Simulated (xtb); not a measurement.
# [CoN5H15Cl]2+ ([CoCl(NH3)5]2+): GFN2-xTB

We compute a geometry optimisation of [CoN5H15Cl]2+ ([CoCl(NH3)5]2+). 

Program for the calculation: xtb 6.7.1.

6 further runs of the same task are left out: 6 set aside as unsound or not needed.

## 1. Starting point

[CoN5H15Cl]2+: 22 atoms, total charge +2, spin state quintet. SMILES: `[NH3]->[Co+2](<-[NH3])(<-[NH3])(<-[NH3])(<-[NH3])[Cl]`. Geometry: a GFN2-xTB relaxation, a rough one for these elements and not checked as a minimum. The run starts from this shape.

Some bond lengths: Co1–Cl2 2.170 Å, Co1–N3 2.273 Å, Co1–N7 2.214 Å, Co1–N11 2.214 Å, Co1–N15 2.220 Å, Co1–N19 2.219 Å, N3–H4 1.015 Å, N3–H5 1.015 Å, N3–H6 1.015 Å, N7–H8 1.016 Å, N7–H9 1.016 Å, N7–H10 1.016 Å, N11–H12 1.016 Å, N11–H13 1.016 Å, N11–H14 1.016 Å, N15–H16 1.016 Å. Some angles: Cl2–Co1–N3 177.7°, Cl2–Co1–N7 97.8°, Cl2–Co1–N11 97.6°, Cl2–Co1–N15 94.5°, Cl2–Co1–N19 97.2°, N3–Co1–N7 82.5°, N3–Co1–N11 82.2°, N3–Co1–N15 83.3°, N3–Co1–N19 85.0°, N7–Co1–N11 164.5°.

## 2. A geometry optimisation at GFN2-xTB

start.xyz reads:

```xyz
22

Co     0.002600     0.011130     0.561250
Cl     0.007550     0.077710     2.730610
N     -0.013220     0.030910    -1.711400
H     -0.816680     0.527820    -2.083120
H     -0.046090    -0.906060    -2.100590
H      0.811920     0.477740    -2.097620
N      2.194790    -0.032480     0.255210
H      2.582810     0.864810    -0.022740
H      2.521590    -0.717310    -0.420560
H      2.615020    -0.271690     1.149310
N     -2.192930    -0.029650     0.275500
H     -2.604550    -0.302920     1.163650
H     -2.526790    -0.687380    -0.423300
H     -2.583310     0.877560     0.037050
N      0.010580     2.217720     0.319550
H      0.827800     2.601390     0.786260
H     -0.796810     2.610550     0.795440
H      0.007660     2.580300    -0.629810
N      0.000390    -2.197210     0.349060
H     -0.825410    -2.580340    -0.101920
H      0.014240    -2.566230     1.295950
H      0.808820    -2.586350    -0.127780
```

The run is started by

```bash
$ xtb --gfn 2 -o vtight --chrg 2 -u 4 -- start.xyz > xtb.out 2> xtb.err
```

**Question.** What will come out? Wanted: total energy at the end; HOMO energy; LUMO energy; dispersion energy; mean polarisability.

Computed results:

At GFN2-xTB:

```
                      quantity          value
       total energy at the end   -29.49780 Eh
   HOMO energy (partly filled)      -17.29 eV
                   LUMO energy       -9.73 eV
             dispersion energy  -36.35 kJ/mol
mean polarisability (D4 model)    102.3 bohr³
```

**Reading.** At the final geometry: Some bond lengths: Co1–Cl2 2.085 Å, Co1–N3 2.290 Å, Co1–N7 2.260 Å, Co1–N11 2.261 Å, Co1–N15 2.266 Å, Co1–N19 2.261 Å, N3–H4 1.018 Å, N3–H5 1.018 Å, N3–H6 1.018 Å, N7–H8 1.019 Å, N7–H9 1.018 Å, N7–H10 1.020 Å, N11–H12 1.020 Å, N11–H13 1.018 Å, N11–H14 1.019 Å, N15–H16 1.019 Å. Some angles: Cl2–Co1–N3 177.4°, Cl2–Co1–N7 94.9°, Cl2–Co1–N11 94.6°, Cl2–Co1–N15 91.9°, Cl2–Co1–N19 94.9°, N3–Co1–N7 85.5°, N3–Co1–N11 85.1°, N3–Co1–N15 85.5°, N3–Co1–N19 87.7°, N7–Co1–N11 170.2°. The optimisation took 22 steps and changed the energy by -0.083 eV.
